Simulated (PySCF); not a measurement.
# [Eu(SH)2]+: how settings move a single point

Aim: repeat the single point on relaxed [Eu(SH)2]+ with altered settings, some of them bad on purpose. The species was built from a template and needn't be a known compound.

The runs use PySCF 2.14.0; PBE0, Eu lcecp-1-SVP with ECP52, S def2-SVP, H def2-SVP; scalar-relativistic core potentials, no spin–orbit coupling.

2 further runs of the same task are left out: 1 for a known fault of the program, 1 that didn't finish.

**1. Where the work starts**

5 atoms, charge 1, spin multiplicity 1.

Bond lengths: Eu1–S2 2.513 Å, Eu1–S4 2.513 Å, S2–H3 1.356 Å, S4–H5 1.356 Å. Angles: S2–Eu1–S4 110.3°, Eu1–S2–H3 98.5°, Eu1–S4–H5 98.5°.

As a file:

| atom | x (Å) | y (Å) | z (Å) |
| --- | --- | --- | --- |
| Eu1 | -1.1867 | 0.9407 | -0.2631 |
| S2 | -0.0783 | 0.6176 | 1.9693 |
| H3 | 0.8599 | -0.2881 | 1.5982 |
| S4 | -0.0783 | -0.4935 | -2.0040 |
| H5 | 0.8599 | -1.0753 | -1.2170 |

Formal oxidation states: Eu +3. Each metal's 6 4f electrons lie in its core potential, so multiplicities, spins and levels count the valence alone. An earlier session relaxed this geometry at PBE0, Eu lcecp-1-SVP with ECP52, S def2-SVP, H def2-SVP (singlet, point group C2v).

The sound run used a (50, 194) grid (finer on f atoms), a threshold of 1e-8 and at most 55 cycles, and ended at -832.203624 Eh.

**2. Try 1**

run.py (the lines that set the calculation)

```python
mol = gto.M(atom='''
Eu    -1.18673     0.94074    -0.26306
S     -0.07829     0.61759     1.96934
H      0.85994    -0.28807     1.59825
S     -0.07829    -0.49347    -2.00405
H      0.85994    -1.07530    -1.21701''',
    basis={'Eu': 'lcecp-1-SVP', 'S': 'def2-SVP', 'H': 'def2-SVP'},
    ecp={'Eu': 'lcecp-1-SVP'},
    charge=1, spin=0)
mf = dft.RKS(mol, xc='PBE0')
mf.grids.atom_grid = (40, 110)  # f atoms: unpruned
mf = mf.density_fit()  # fitting sets: Eu AutoAux, S def2-universal-JKFIT, H def2-universal-JKFIT
mf.conv_tol = 1e-08; mf.max_cycle = 55
mf.kernel(dm0)  # dm0: free metal ions and neutral atoms
```

Command:

```console
$ OMP_NUM_THREADS=2 python run.py
```

The program printed:

```text
init E= -832.457647211146
  HOMO = -0.500501798878854  LUMO = -0.298660229595251  gap/eV = 5.49239
cycle= 1 E= -832.125105013016  delta_E= 0.333  |g|= 0.451  |ddm|= 2.38
  HOMO = -0.392603789199574  LUMO = -0.306178801118407  gap/eV = 2.35174
cycle= 2 E= -831.921839921971  delta_E= 0.203  |g|= 0.888  |ddm|= 1.87
  HOMO = -0.436002437833029  LUMO = -0.252639535031836  gap/eV = 4.98956
cycle= 3 E= -832.193556826126  delta_E= -0.272  |g|= 0.15  |ddm|= 1.37
  HOMO = -0.44519552082364  LUMO = -0.274708306971655  gap/eV = 4.63919
cycle= 4 E= -832.202303156871  delta_E= -0.00875  |g|= 0.0346  |ddm|= 0.283
  HOMO = -0.446615687881523  LUMO = -0.271788241027471  gap/eV = 4.75730
cycle= 5 E= -832.202772855808  delta_E= -0.00047  |g|= 0.00347  |ddm|= 0.0474
  HOMO = -0.446404719826984  LUMO = -0.271065979516738  gap/eV = 4.77121
cycle= 6 E= -832.202778214308  delta_E= -5.36e-06  |g|= 0.00045  |ddm|= 0.00657
  HOMO = -0.446456011612221  LUMO = -0.271064710092612  gap/eV = 4.77264
cycle= 7 E= -832.202778298826  delta_E= -8.45e-08  |g|= 0.000189  |ddm|= 0.000923
  HOMO = -0.446451924812736  LUMO = -0.271076771273495  gap/eV = 4.77220
cycle= 8 E= -832.202778312778  delta_E= -1.4e-08  |g|= 5.41e-05  |ddm|= 0.000296
  HOMO = -0.446452162242712  LUMO = -0.271082842991339  gap/eV = 4.77204
cycle= 9 E= -832.202778314093  delta_E= -1.31e-09  |g|= 6.78e-06  |ddm|= 9.81e-05
  HOMO = -0.446451244373237  LUMO = -0.271083384725387  gap/eV = 4.77200
Extra cycle  E= -832.2027783141  delta_E= -7.05e-12  |g|= 6.52e-06  |ddm|= 2.01e-05
converged SCF energy = -832.2027783141
```

It took 2 s on 2 threads of Arm Neoverse V1, shared host.

Changed: the integration grid, to (40, 110). It converges in 9 cycles, +0.023 eV from the sound run, with a largest force component of 0.11 eV/Å. The setting is unsound, so these numbers aren't the compound's.

**3. Try 2**

run.py (the lines that set the calculation): that of step 2 with these lines changed.

```diff
@@ -10,5 +10,5 @@
 mf = dft.RKS(mol, xc='PBE0')
-mf.grids.atom_grid = (40, 110)  # f atoms: unpruned
+mf.grids.atom_grid = (50, 194)  # f atoms: unpruned, at least (60, 302)
 mf = mf.density_fit()  # fitting sets: Eu AutoAux, S def2-universal-JKFIT, H def2-universal-JKFIT
 mf.conv_tol = 1e-08; mf.max_cycle = 55
-mf.kernel(dm0)  # dm0: free metal ions and neutral atoms
+mf.kernel(dm0)  # dm0: smeared density
```

Command:

```console
$ OMP_NUM_THREADS=2 python run.py
```

The program printed:

```text
init E= -832.149987663831
  HOMO = -0.451158592059635  LUMO = -0.271592274690738  gap/eV = 4.88625
cycle= 1 E= -832.201032074887  delta_E= -0.051  |g|= 0.0756  |ddm|= 0.174
  HOMO = -0.438355585948525  LUMO = -0.283853635068968  gap/eV = 4.20421
cycle= 2 E= -832.194180701391  delta_E= 0.00685  |g|= 0.154  |ddm|= 0.377
  HOMO = -0.445579515179917  LUMO = -0.271322510964165  gap/eV = 4.74177
cycle= 3 E= -832.203607704898  delta_E= -0.00943  |g|= 0.00723  |ddm|= 0.237
  HOMO = -0.446486884841565  LUMO = -0.271415165226303  gap/eV = 4.76394
cycle= 4 E= -832.203621341946  delta_E= -1.36e-05  |g|= 0.00231  |ddm|= 0.00872
  HOMO = -0.446502155110589  LUMO = -0.27107099810615  gap/eV = 4.77372
cycle= 5 E= -832.203623537901  delta_E= -2.2e-06  |g|= 0.000136  |ddm|= 0.00361
  HOMO = -0.446522111489269  LUMO = -0.271070375249157  gap/eV = 4.77428
cycle= 6 E= -832.203623544917  delta_E= -7.02e-09  |g|= 4.01e-05  |ddm|= 0.000244
  HOMO = -0.446521186473138  LUMO = -0.271069044766458  gap/eV = 4.77430
Extra cycle  E= -832.203623545215  delta_E= -2.98e-10  |g|= 3.31e-05  |ddm|= 9.22e-05
converged SCF energy = -832.203623545215
```

It took 2.3 s on 2 threads of Arm Neoverse V1, shared host.

Changed: the starting guess (smeared density). It converges in 6 cycles, at the sound run's energy within 0.001 eV, with a largest force component of 0.01 eV/Å. The result survives the change.

**4. Try 3**

run.py (the lines that set the calculation): that of step 3 with these lines changed.

```diff
@@ -4,3 +4,3 @@
 H      0.85994    -0.28807     1.59825
-S     -0.07829    -0.49347    -2.00405
+S     -0.96622     0.65542    -0.60941
 H      0.85994    -1.07530    -1.21701''',
@@ -12,3 +12,3 @@
 mf = mf.density_fit()  # fitting sets: Eu AutoAux, S def2-universal-JKFIT, H def2-universal-JKFIT
-mf.conv_tol = 1e-08; mf.max_cycle = 55
-mf.kernel(dm0)  # dm0: smeared density
+mf.conv_tol = 1e-08; mf.max_cycle = 96
+mf.kernel(dm0)  # dm0: free metal ions and neutral atoms
```

Command:

```console
$ OMP_NUM_THREADS=2 python run.py
```

The program printed:

```text
init E= -783.520175317196
  HOMO = -0.533782407388649  LUMO = -0.496824057262835  gap/eV = 1.00569
cycle= 1 E= -778.299045080096  delta_E= 5.22  |g|= 1.81  |ddm|= 15.9
  HOMO = -0.103348319259251  LUMO = -0.0849142826978949  gap/eV = 0.50162
cycle= 2 E= -765.85470211911  delta_E= 12.4  |g|= 4.34  |ddm|= 16.7
  HOMO = -0.420853126975969  LUMO = -0.40956737554186  gap/eV = 0.30710
cycle= 3 E= -779.338547470962  delta_E= -13.5  |g|= 0.712  |ddm|= 13.5
  HOMO = -0.49082505812642  LUMO = -0.47079155043901  gap/eV = 0.54514
cycle= 4 E= -779.465615498312  delta_E= -0.127  |g|= 0.568  |ddm|= 2.68
  HOMO = -0.41816378189008  LUMO = -0.378212691319376  gap/eV = 1.08712
cycle= 5 E= -779.59422057916  delta_E= -0.129  |g|= 0.187  |ddm|= 1.63
  HOMO = -0.457713160925346  LUMO = -0.405470822127533  gap/eV = 1.42159
cycle= 6 E= -779.206287673261  delta_E= 0.388  |g|= 0.703  |ddm|= 2.42
  HOMO = -0.447231138553438  LUMO = -0.413059640125716  gap/eV = 0.92985
cycle= 7 E= -779.250198450662  delta_E= -0.0439  |g|= 0.635  |ddm|= 0.282
  HOMO = -0.433255377928376  LUMO = -0.422444200923929  gap/eV = 0.29419
cycle= 8 E= -779.266010442136  delta_E= -0.0158  |g|= 0.619  |ddm|= 0.382
  HOMO = -0.429032949191478  LUMO = -0.42390473784455  gap/eV = 0.13955
cycle= 9 E= -779.622155207097  delta_E= -0.356  |g|= 0.181  |ddm|= 2.24
  HOMO = -0.434227733961715  LUMO = -0.432885972207037  gap/eV = 0.03651
cycle= 10 E= -779.276409666406  delta_E= 0.346  |g|= 0.609  |ddm|= 2.24
cycle= 11 E= -779.310252637076  delta_E= -0.0338  |g|= 0.614  |ddm|= 0.345
...
cycle= 22 E= -779.660778143211  delta_E= -0.0178  |g|= 0.194  |ddm|= 0.146
  HOMO = -0.452470990525541  LUMO = -0.419390668309671  gap/eV = 0.90016
cycle= 23 E= -779.668981974149  delta_E= -0.0082  |g|= 0.158  |ddm|= 0.0778
  HOMO = -0.453977211020934  LUMO = -0.417221895581555  gap/eV = 1.00016
cycle= 24 E= -779.678541604904  delta_E= -0.00956  |g|= 0.0976  |ddm|= 0.135
  HOMO = -0.455219295990876  LUMO = -0.413651634251565  gap/eV = 1.13111
cycle= 25 E= -779.684233136967  delta_E= -0.00569  |g|= 0.0289  |ddm|= 0.165
  HOMO = -0.455796701686907  LUMO = -0.411841584526151  gap/eV = 1.19608
cycle= 26 E= -779.684816793372  delta_E= -0.000584  |g|= 0.0018  |ddm|= 0.0811
  HOMO = -0.455726237274273  LUMO = -0.411841071951468  gap/eV = 1.19418
cycle= 27 E= -779.684817012869  delta_E= -2.19e-07  |g|= 0.00244  |ddm|= 0.0111
  HOMO = -0.455726060083389  LUMO = -0.411751972207988  gap/eV = 1.19660
cycle= 28 E= -779.684820035414  delta_E= -3.02e-06  |g|= 0.00165  |ddm|= 0.00764
  HOMO = -0.455740127926191  LUMO = -0.411693749267148  gap/eV = 1.19856
cycle= 29 E= -779.684822009799  delta_E= -1.97e-06  |g|= 0.000233  |ddm|= 0.00426
  HOMO = -0.455739052381332  LUMO = -0.411675047576416  gap/eV = 1.19904
cycle= 30 E= -779.684822075805  delta_E= -6.6e-08  |g|= 6.46e-05  |ddm|= 0.00164
  HOMO = -0.455737481726086  LUMO = -0.411670029925538  gap/eV = 1.19914
cycle= 31 E= -779.684822083987  delta_E= -8.18e-09  |g|= 2.83e-05  |ddm|= 0.000557
  HOMO = -0.455737891256927  LUMO = -0.411676855043794  gap/eV = 1.19896
Extra cycle  E= -779.684822069294  delta_E= 1.47e-08  |g|= 0.00016  |ddm|= 0.000417
converged SCF energy = -779.684822069294
```

Wall time 4.2 s (2 threads of Arm Neoverse V1, shared host).

Changed: one atom's place (atom 4 put 0.5 Å from the metal); the cycle limit is 96. It converges in 31 cycles, +1429.109 eV from the sound run, with a largest force component of 5488.32 eV/Å. The setting is unsound, so these numbers aren't the compound's.

**5. Try 4**

run.py (the lines that set the calculation): that of step 4 with these lines changed.

```diff
@@ -4,3 +4,3 @@
 H      0.85994    -0.28807     1.59825
-S     -0.96622     0.65542    -0.60941
+S     -0.07829    -0.49347    -2.00405
 H      0.85994    -1.07530    -1.21701''',
@@ -12,3 +12,3 @@
 mf = mf.density_fit()  # fitting sets: Eu AutoAux, S def2-universal-JKFIT, H def2-universal-JKFIT
-mf.conv_tol = 1e-08; mf.max_cycle = 96
+mf.conv_tol = 1e-06; mf.max_cycle = 55
 mf.kernel(dm0)  # dm0: free metal ions and neutral atoms
```

Command:

```console
$ OMP_NUM_THREADS=2 python run.py
```

The program printed:

```text
init E= -832.458428163452
  HOMO = -0.500616203877657  LUMO = -0.29866656904658  gap/eV = 5.49533
cycle= 1 E= -832.125907663934  delta_E= 0.333  |g|= 0.452  |ddm|= 2.38
  HOMO = -0.392642945012283  LUMO = -0.306145187202377  gap/eV = 2.35372
cycle= 2 E= -831.922785087172  delta_E= 0.203  |g|= 0.888  |ddm|= 1.87
  HOMO = -0.436079551060774  LUMO = -0.252614537667483  gap/eV = 4.99234
cycle= 3 E= -832.19439066321  delta_E= -0.272  |g|= 0.151  |ddm|= 1.37
  HOMO = -0.445264426345338  LUMO = -0.274692715830939  gap/eV = 4.64149
cycle= 4 E= -832.203148747662  delta_E= -0.00876  |g|= 0.0346  |ddm|= 0.283
  HOMO = -0.446684240401559  LUMO = -0.271774054491703  gap/eV = 4.75955
cycle= 5 E= -832.203618079761  delta_E= -0.000469  |g|= 0.00347  |ddm|= 0.0473
  HOMO = -0.446474031716221  LUMO = -0.271051555637392  gap/eV = 4.77349
cycle= 6 E= -832.203623446169  delta_E= -5.37e-06  |g|= 0.000449  |ddm|= 0.00657
  HOMO = -0.446525482991042  LUMO = -0.271050286790712  gap/eV = 4.77492
cycle= 7 E= -832.203623530469  delta_E= -8.43e-08  |g|= 0.000188  |ddm|= 0.000922
  HOMO = -0.446514367281131  LUMO = -0.27108546963548  gap/eV = 4.77366
Extra cycle  E= -832.203623529833  delta_E= 6.36e-10  |g|= 0.000201  |ddm|= 0.000584
converged SCF energy = -832.203623529833
```

It took 2.4 s on 2 threads of Arm Neoverse V1, shared host.

Changed: the SCF threshold (1e-06). It converges in 7 cycles, at the sound run's energy within 0.001 eV, with a largest force component of 0.01 eV/Å. The result survives the change.

**6. Try 5**

run.py (the lines that set the calculation)

```python
mol = gto.M(atom='''
Eu    -1.32914     1.05363    -0.29462
S     -0.08768     0.69171     2.20566
H      0.96313    -0.32264     1.79004
S     -0.08768    -0.55269    -2.24453
H      0.96313    -1.20433    -1.36305''',
    basis={'Eu': 'lcecp-1-SVP', 'S': 'def2-SVP', 'H': 'def2-SVP'},
    ecp={'Eu': 'lcecp-1-SVP'},
    charge=1, spin=0)
mf = dft.RKS(mol, xc='PBE0')
mf.grids.atom_grid = (50, 194)  # f atoms: unpruned, at least (60, 302)
mf = mf.density_fit()  # fitting sets: Eu AutoAux, S def2-universal-JKFIT, H def2-universal-JKFIT
mf.conv_tol = 1e-08; mf.max_cycle = 55
mf.kernel(dm0)  # dm0: free metal ions and neutral atoms
```

Command:

```console
$ OMP_NUM_THREADS=2 python run.py
```

The program printed:

```text
init E= -832.176877227059
  HOMO = -0.466482578594545  LUMO = -0.292739436646229  gap/eV = 4.72779
cycle= 1 E= -832.03700038277  delta_E= 0.14  |g|= 0.498  |ddm|= 2.17
  HOMO = -0.381408774700747  LUMO = -0.357672651177306  gap/eV = 0.64589
cycle= 2 E= -829.942857993381  delta_E= 2.09  |g|= 2.44  |ddm|=  3.5
  HOMO = -0.389975985388027  LUMO = -0.272310876620474  gap/eV = 3.20183
cycle= 3 E= -832.135634356791  delta_E= -2.19  |g|= 0.219  |ddm|= 2.79
  HOMO = -0.4177283147672  LUMO = -0.297529766757583  gap/eV = 3.27077
cycle= 4 E= -832.148919440236  delta_E= -0.0133  |g|= 0.09  |ddm|= 0.364
  HOMO = -0.42023195141209  LUMO = -0.288087540073199  gap/eV = 3.59583
cycle= 5 E= -832.152602540419  delta_E= -0.00368  |g|= 0.0129  |ddm|= 0.135
  HOMO = -0.420024984944383  LUMO = -0.285931317535624  gap/eV = 3.64887
cycle= 6 E= -832.152679396539  delta_E= -7.69e-05  |g|= 0.00261  |ddm|= 0.0214
  HOMO = -0.42028940245031  LUMO = -0.285958730526567  gap/eV = 3.65532
cycle= 7 E= -832.152682045508  delta_E= -2.65e-06  |g|= 0.000231  |ddm|= 0.00389
  HOMO = -0.420279307984267  LUMO = -0.285961170261475  gap/eV = 3.65498
cycle= 8 E= -832.152682071471  delta_E= -2.6e-08  |g|= 0.00016  |ddm|= 0.000625
  HOMO = -0.42027841760227  LUMO = -0.285976298465299  gap/eV = 3.65455
cycle= 9 E= -832.152682082806  delta_E= -1.13e-08  |g|= 3.38e-05  |ddm|= 0.000241
  HOMO = -0.420276452369854  LUMO = -0.285980447937307  gap/eV = 3.65438
cycle= 10 E= -832.152682083582  delta_E= -7.77e-10  |g|= 1.27e-05  |ddm|= 0.000102
  HOMO = -0.420276070326931  LUMO = -0.285980618373549  gap/eV = 3.65437
Extra cycle  E= -832.152682083489  delta_E= 9.28e-11  |g|= 2.05e-05  |ddm|= 5.22e-05
converged SCF energy = -832.152682083489
```

Wall time 2.4 s (2 threads of Arm Neoverse V1, shared host).

Changed: the scale of all coordinates (1.12). It converges in 10 cycles, +1.386 eV from the sound run, with a largest force component of 3.15 eV/Å. The setting is unsound, so these numbers aren't the compound's.

**7. Results**

| run | changed | ending | energy change (eV) | cycles | time | usable |
| --- | --- | --- | --- | --- | --- | --- |
| 1 | the integration grid | converged | +0.023 | 9 | 2 s | no |
| 2 | the starting guess | converged | 0.000 | 6 | 2.3 s | yes |
| 3 | one atom's place | converged | +1429.109 | 31 | 4.2 s | no |
| 4 | the SCF threshold | converged | 0.000 | 7 | 2.4 s | yes |
| 5 | the scale of all coordinates | converged | +1.386 | 10 | 2.4 s | no |

2 of 5 altered runs give a usable result. 3 ended normally with numbers unfit to quote.
